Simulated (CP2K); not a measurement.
Runs of CP2K 2026.2 on HfB. The structure is cubic, space group Fm-3m (No. 225). Conventional cell: a = 4.620 Å, b = 4.620 Å, c = 4.620 Å, α = 90.00°, β = 90.00°, γ = 90.00°. Hf (site symmetry m-3m) has 6 B at 2.31 Å as nearest neighbours. B (site symmetry m-3m) has 6 Hf at 2.31 Å as nearest neighbours. 

| level | gap on the mesh (eV) | pressure (GPa) | relaxed volume (Å³/atom) |
| --- | --- | --- | --- |
| PBE | none | 0.0 | 14.10 |
| OLYP | none | 0.0 | (a) |
| PBEsol | none | 0.0 | 13.81 |
| LDA | none | 0.0 | 13.64 |

Alike in all rows: task relaxation of cell and atoms; potentials or basis POTENTIAL_UZH Hf GTH-PBE-q12, B GTH-PBE-q3; TZVP-MOLOPT-PBE-GTH basis; no spin polarisation; cell relaxed; k mesh 8 × 8 × 8; smearing fermi-dirac 0.05 eV.

Question: Estimate the missing entries.

Answer: (a) 13.87.

Caveats: the basis of atomic orbitals isn't converged, which shifts pressures, moduli and gaps; the real-space grid breaks the cell's symmetry a little; the potentials were made for another functional, which shifts forces and pressure (some runs).

A k mesh can miss the band edges, and the runs leave out spin-orbit coupling on Hf.

A gap of «none» marks a metal or a gap under the smearing width.
